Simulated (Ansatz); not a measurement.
**C2H4AlFO: how energies converge with the basis set**

An exercise on one series of results from a longer session: the logs are not shown, and one member is left open.

Method: one geometry, several basis sets; program: Ansatz 0.2.0, Gaussian basis.

Plan: PBE0-D4/def2-SVP; ωB97M-V/def2-SVP; PBE0-D4/def2-QZVPP; ωB97M-V/def2-QZVPP; the functionals' def2-TZVPP values are taken from earlier runs.

## The geometry

All runs share one geometry, relaxed beforehand with PBE0-D4 in a triple-zeta def2 set.

9 atoms, charge 0, spin multiplicity 1.

Atoms are counted from 1 here; the program's logs count them from 0.

Bond lengths: C1–C2 1.327 Å, C1–H6 1.083 Å, C1–H7 1.086 Å, C2–F3 1.362 Å, C2–Al4 1.954 Å, Al4–O5 1.694 Å, Al4–H8 1.579 Å, O5–H9 0.955 Å. Angles: C2–C1–H6 119.0°, C2–C1–H7 122.3°, H6–C1–H7 118.7°, C1–C2–F3 118.1°, C1–C2–Al4 124.8°, F3–C2–Al4 117.1°, C2–Al4–O5 113.1°, C2–Al4–H8 124.5°, O5–Al4–H8 122.4°, Al4–O5–H9 124.2°.

Set-up of the first run:

in.yaml

```yaml
crystal:
  periodic: [false, false, false]
  atoms:
    - {symbol: C, position_ang: [1.372217, -0.280832, -0.938657]}
    - {symbol: C, position_ang: [0.879831, -0.398895, 0.287944]}
    - {symbol: F, position_ang: [1.680571, -0.932109, 1.251532]}
    - {symbol: Al, position_ang: [-0.920540, 0.137983, 0.823735]}
    - {symbol: O, position_ang: [-1.827500, 0.785620, -0.452188]}
    - {symbol: H, position_ang: [0.747598, 0.141508, -1.716195]}
    - {symbol: H, position_ang: [2.380831, -0.593500, -1.191985]}
    - {symbol: H, position_ang: [-1.498567, -0.004402, 2.286155]}
    - {symbol: H, position_ang: [-2.726040, 1.098227, -0.367442]}
basis:
  gaussian: {orbitals: def2-SVP}
hamiltonian: {xc: pbe0, dispersion: d4}
output: {orbitals: {seedname: orbitals}}
```

Run with:

```console
> ansatz run in.yaml --threads 2 --pin off --events-out ev --progress --plain --max-ram 4352MiB
```

Among the steps run: PBE0-D4 in def2-SVP; ωB97M-V in def2-SVP; PBE0-D4 in def2-QZVPP; ωB97M-V in def2-QZVPP.

One table of the session follows, with a row left open; its other results are not shown here.

It belongs to the step «Functionals by basis». 

| functional | basis | HOMO (eV) |
| --- | --- | --- |
| PBE0-D4 | def2-SVP | -7.49 |
| PBE0-D4 | def2-TZVPP | -7.64 |
| PBE0-D4 | def2-QZVPP | -7.67 |
| ωB97M-V | def2-SVP | -9.71 |
| ωB97M-V | def2-TZVPP | ? |
| ωB97M-V | def2-QZVPP | -9.92 |

Q: Estimate the row for ωB97M-V, def2-TZVPP from the others.

As computed: HOMO (eV): -9.88. In the column «HOMO (eV)» it lies between ωB97M-V, def2-QZVPP (-9.92) and ωB97M-V, def2-SVP (-9.71).
